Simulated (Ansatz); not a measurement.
Task: a geometry optimisation of CH₅BF₂Sn, SMILES [BH2][Sn]([CH3])([F])[F], with Ansatz 0.2.0 through its Python package. Give the script and its output. Settings: PBE0, def2-SVP basis, multiplicity 1.

```
atom    x (Å)    y (Å)    z (Å)
   B  -0.8716   1.6956  -0.4301
  Sn  -0.0605  -0.2791  -0.7610
   C   0.6815  -1.0116   1.0848
   F  -1.3626  -1.4677  -1.4155
   F   1.3833  -0.1768  -2.0796
   H  -0.8983   2.2435   0.6324
   H  -1.3743   2.3287  -1.3435
   H  -0.0690  -1.0547   1.8348
   H   1.1516  -2.0056   0.9868
   H   1.5030  -0.3235   1.4939
```

`ch5bf2sn_opt.py`:
```python
'''Geometry optimisation of CH5BF2Sn.'''

import ansatz as az
import numpy as np
import pandas as pd

geometry_ang = [
    ('B', (-0.8716, 1.6956, -0.4301)),
    ('Sn', (-0.0605, -0.2791, -0.761)),
    ('C', (0.6815, -1.0116, 1.0848)),
    ('F', (-1.3626, -1.4677, -1.4155)),
    ('F', (1.3833, -0.1768, -2.0796)),
    ('H', (-0.8983, 2.2435, 0.6324)),
    ('H', (-1.3743, 2.3287, -1.3435)),
    ('H', (-0.069, -1.0547, 1.8348)),
    ('H', (1.1516, -2.0056, 0.9868)),
    ('H', (1.503, -0.3235, 1.4939)),
]
system = az.Crystal.molecule()
for symbol, xyz in geometry_ang:
    system = system.atom(symbol, xyz)

setup = (
    system.calculation()
    .basis(gaussian='def2-SVP')
    .functional('pbe0')
)
symbols = [site.symbol for site in system.cartesian_sites]
start = np.array([site.position_ang for site in system.cartesian_sites], dtype=float)
def progress(event):
    if event['event'] == 'relax_step':
        row = event['data']
        print(f'step {row["step"]:3d}  E = {row["lagrangian_ev"]:.6f} eV  max force {row["allowed_force_max_ev_ang"]:.4f} eV/A')


r = setup.relax(force_tolerance=0.02, max_steps=100).session().plan().execute(on_event=progress).report
end = np.array(r['positions_ang'])

for key in ('converged', 'free_energy_ev', 'reference_energy_ev', 'n_frozen', 'n_occupied', 'n_virtual'):
    print(f'{key:22s} {r[key]}')

print('bond        before    after (A)')
for i, j in [(0, 1), (0, 5), (0, 6), (1, 2), (1, 3), (1, 4), (2, 7), (2, 8), (2, 9)]:
    d0, d1 = (np.linalg.norm(xyz[i] - xyz[j]) for xyz in (start, end))
    print(f'{symbols[i]}{i}-{symbols[j]}{j}'.ljust(10), f'{d0:8.4f} {d1:8.4f}')

charges = r['charge_distribution']
table = pd.DataFrame({'atom': symbols, 'mulliken': charges['mulliken_charges_e'], 'lowdin': charges['lowdin_charges_e']})
print(table.round(3).to_string())
print('dipole (e A):', np.round(charges['dipole_moment_e_ang'], 4) + 0.0)
with open('ch5bf2sn_opt.xyz', 'w') as handle:
    handle.write(f'{len(symbols)}\nrelaxed CH5BF2Sn\n')
    handle.writelines(f'{s:2s} {x:11.6f} {y:11.6f} {z:11.6f}\n' for s, (x, y, z) in zip(symbols, end))
```

```console
$ python ch5bf2sn_opt.py
step   1  E = -13046.925381 eV  max force 2.6305 eV/A
step   2  E = -13047.220283 eV  max force 0.5359 eV/A
step   3  E = -13047.266368 eV  max force 0.2061 eV/A
step   4  E = -13047.283575 eV  max force 0.1697 eV/A
step   5  E = -13047.297607 eV  max force 0.2060 eV/A
step   6  E = -13047.301267 eV  max force 0.1470 eV/A
step   7  E = -13047.304127 eV  max force 0.0415 eV/A
step   8  E = -13047.304268 eV  max force 0.0383 eV/A
step   9  E = -13047.304442 eV  max force 0.0050 eV/A
converged              True
free_energy_ev         -13047.30447545488
reference_energy_ev    -13047.30447545488
n_frozen               0
n_occupied             [28, 28]
n_virtual              [79, 79]
bond        before    after (A)
B0-Sn1       2.1603   2.2603
B0-H5        1.1957   1.2046
B0-H6        1.2198   1.2031
Sn1-C2       2.1199   2.1289
Sn1-F3       1.8806   1.9465
Sn1-F4       1.9580   1.9464
C2-H7        1.0619   1.0987
C2-H8        1.1039   1.0985
C2-H9        1.1470   1.0987
  atom  mulliken  lowdin
0    B    -0.086  -0.016
1   Sn     0.986   0.389
2    C    -0.372  -0.103
3    F    -0.444  -0.177
4    F    -0.444  -0.177
5    H     0.029  -0.007
6    H     0.038   0.003
7    H     0.092   0.027
8    H     0.108   0.034
9    H     0.092   0.027
dipole (e A): [-0.0481  0.4731  0.7709]
```

It writes `ch5bf2sn_opt.xyz`:
```text
10
relaxed CH5BF2Sn
B    -1.010953    1.911107   -0.565360
Sn   -0.044651   -0.131151   -0.500717
C     0.810802   -1.179050    1.143100
F    -1.355441   -1.353965   -1.259153
F     1.345585   -0.096396   -1.862559
H    -1.108490    2.599894    0.418026
H    -1.430677    2.294478   -1.625670
H     0.055890   -1.333173    1.926294
H     1.164125   -2.152153    0.775800
H     1.656911   -0.610792    1.553240
```

Total energies depend on the basis set; only differences at equal settings carry meaning. The end point is the stationary point reached from this start; no frequency run checks that it is a minimum, and the basis set is modest. def2 sets replace the cores of elements past krypton by effective core potentials. The Löwdin charges here are taken after orthogonalising the functions within each atom; they differ from plain Löwdin charges, and their signs can be unphysical. It ran for 92 s on 1 thread of Intel(R) Xeon(R) Platinum 8259CL CPU @ 2.50GHz (Skylake/Cascade Lake), on a shared host, peak memory 0.37 GiB.

(Lines on the test bed's own set-up are left out of the output.)
